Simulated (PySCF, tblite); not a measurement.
# C5H10B2F2S: geometry, infrared bands and NMR shifts

Aim: predict the infrared bands and NMR shifts of C5H10B2F2S (`C[C@@H]1BCCS[C@@H]1B(F)F`).

Computed with tblite 0.8.0 and PySCF 2.14.0, with density-fitted response routines of our own, on a single molecule in the gas phase. Atoms count from 0, in the outputs and in this text.

### Step 1. Starting geometry

20 atoms, charge 0, multiplicity 1; geometry from: force field or distance geometry start.

Bonds of the start (Å): C0–C1 1.54, C1–B2 1.62, B2–C3 1.58, C3–C4 1.53, C4–S5 1.83, S5–C6 1.83, C6–B7 1.60, B7–F8 1.45, B7–F9 1.44, C6–C1 1.55, C0–H10 1.12, C0–H11 1.12, C0–H12 1.11, C1–H13 1.10, B2–H14 1.18, C3–H15 1.10, C3–H16 1.12, C4–H17 1.11, C4–H18 1.12, C6–H19 1.11.

### Step 2. Relaxing the molecule with GFN2-xTB

The job: settings as JSON, then the geometry in Å.

```
{"job": {"kind": "relax", "xc": "GFN2-xTB", "basis": "xTB"}, "charge": 0, "multiplicity": 1}
C     -1.756300    -0.713700     0.312800
C     -0.746900    -0.116600    -0.684200
B      0.422000    -1.197600    -0.965500
C      1.545700    -1.395900     0.126100
C      2.131900    -0.069300     0.601200
S      0.851300     1.004900     1.345500
C     -0.114800     1.217700    -0.199700
B     -1.204800     2.372700     0.000100
F     -2.021200     2.769900    -1.125000
F     -1.414200     2.998900     1.285400
H     -2.619100    -0.015100     0.455300
H     -2.183900    -1.665000    -0.083100
H     -1.307100    -0.913300     1.312500
H     -1.258500     0.057300    -1.643600
H      0.096400    -2.141800    -1.586400
H      2.352200    -2.027100    -0.287600
H      1.115100    -1.940200     1.006700
H      2.913400    -0.269500     1.357500
H      2.617800     0.461400    -0.251100
H      0.575800     1.593000    -0.980000
```

Launch:

```sh
> OMP_NUM_THREADS=1 python probes_run.py task.json out
```

One launch serves the whole session: the jobs run in the order shown.

**Question.** This job is followed by: GFN2-xTB harmonic vibrations, gas phase; GIAO PBE0/pcSseg-1 NMR shielding, non-relativistic, gas phase. What will the session give for the following? strongest single infrared mode (GFN2-xTB); zero-point energy (GFN2-xTB); ¹³C shifts against TMS (PBE0/pcSseg-1); ¹H shifts against TMS (PBE0/pcSseg-1, means over atoms taken as alike); ¹¹B shifts against BF3·OEt2 (PBE0/pcSseg-1); ³³S shifts against CS2 (PBE0/pcSseg-1); ¹⁹F shifts against CFCl3 (PBE0/pcSseg-1, means over atoms taken as alike).

The runs gave:

```
                                                                 quantity                                               value
                                strongest single infrared mode (GFN2-xTB)                               1292 cm⁻¹, 322 km/mol
                                             zero-point energy (GFN2-xTB)                                       93.5 kcal/mol
                                   ¹³C shifts against TMS (PBE0/pcSseg-1)                    41.2, 37.4, 33.6, 31.2, 13.7 ppm
   ¹H shifts against TMS (PBE0/pcSseg-1, means over atoms taken as alike)  7.63, 2.82, 2.74, 2.68, 2.37, 2.27, 1.31, 1.21 ppm
                              ¹¹B shifts against BF3·OEt2 (PBE0/pcSseg-1)                                      85.7, 27.3 ppm
                                   ³³S shifts against CS2 (PBE0/pcSseg-1)                                             -20 ppm
¹⁹F shifts against CFCl3 (PBE0/pcSseg-1, means over atoms taken as alike)                                           -68.9 ppm
```

The optimisation took 77 steps and gained 0.954 eV; among the close pairs (by a distance rule), B7–F9 changed most, from 1.445 to 1.312 Å. No mode is imaginary among the 54: a minimum at this level. The strongest single mode, at 1292 cm⁻¹, moves mainly B7. Unscaled tight-binding wavenumbers are off by several per cent, some by more. Its intensities can rank the bands wrongly. At PBE0/pcSseg-1: Shielding is most anisotropic at F8, F9 (span 316 ppm, paramagnetic term -228 ppm).
